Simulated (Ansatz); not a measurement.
# BBrF₂ + H₂: a complex and its separated parts

The complex below is one end of an elementary step. How strongly is it bound against its free parts?

The runs use Ansatz 0.2.0, Gaussian basis; PBE0-D4/def2-TZVP structures, single points in def2-TZVPP, no counterpoise correction.

Levels: SPW92, PBE-D4, BLYP-D4, r2SCAN-D4, B97M-V, PBE0-D4, B3LYP-D4, r2SCAN0-D4, BHLYP-D4, CAM-B3LYP-D4, wB97X-V, wB97M-V, B2PLYP, PBE-QIDH, RPA on PBE, Hartree-Fock, MP2, CCSD, CCSD(T).

Correlated methods freeze the cores. Filled d shells of the heavier atoms are correlated. B3LYP uses VWN-RPA correlation. B2PLYP carries no dispersion term here.

20 further runs of the same task are left out: 20 set aside as unsound or not needed.

### 1 Where the work starts

The complex: 6 atoms, charge 0, spin multiplicity 1.

Atoms are counted from 1 here; the program's logs count them from 0.

Bond lengths: B1–Br2 1.904 Å, B1–F3 1.309 Å, B1–F4 1.309 Å, H5–H6 0.747 Å. Angles: Br2–B1–F3 120.4°, Br2–B1–F4 120.4°, F3–B1–F4 119.3°.

Coordinates:

```
B    -0.9255   -0.3398   -0.0747
Br   -1.4981    1.2684   -0.9169
F    -0.4893   -1.3438   -0.7925
F    -0.9772   -0.4596    1.2277
H     1.8636    0.7637    0.1157
H     2.0265    0.1112    0.4408
```

Its parts: BBrF₂ holds atoms 1, 2, 3, 4; H₂ holds atoms 5, 6. Each part counts its atoms afresh in its own runs.

### 2 Relaxing BBrF₂ alone

relax-a/in.yaml

```yaml
crystal:
  periodic: [false, false, false]
  atoms:
    - {symbol: B, position_ang: [-0.925519, -0.339842, -0.074732]}
    - {symbol: Br, position_ang: [-1.498113, 1.268406, -0.916914]}
    - {symbol: F, position_ang: [-0.489316, -1.343758, -0.792506]}
    - {symbol: F, position_ang: [-0.977221, -0.459562, 1.227695]}
basis:
  gaussian: {orbitals: def2-TZVP}
hamiltonian: {xc: pbe0, dispersion: d4}
relax: {f_tol: 0.005, max_steps: 200}
```

The command line of these runs was not kept.

After this run come: Relaxing H₂ alone; wB97M-V/def2-TZVPP; CCSD(T)/def2-TZVPP; Vibrations of BBrF₂; Vibrations of H₂.

**Question.** What will these runs give? Wanted: complex less parts, CCSD(T)/def2-TZVPP; with zero-point energy; largest T1 diagnostic.

As calculated:

| quantity | value |
| --- | --- |
| complex less parts, CCSD(T)/def2-TZVPP | -2.53 kJ/mol |
| with zero-point energy | +0.70 kJ/mol |
| largest T1 diagnostic | 0.011 |

At CCSD(T) the complex lies 2.53 kJ/mol below its parts. B3LYP-D4 is the best functional here (+0.15 kJ/mol from CCSD(T)); SPW92 is the worst (-3.69 kJ/mol). Mean unsigned error by rung: LDA 3.69, GGA 0.92, meta-GGA 0.36, hybrid 0.45, range-separated hybrid 0.65, double hybrid 1.12 kJ/mol. PBE-D4 gives a relative energy 1.04 kJ/mol too low, an error of 41 % of the reference. No counterpoise was applied, and triple zeta lacks some correlation, so the CCSD(T) reference has a basis error of its own, and close matches with it are partly luck.
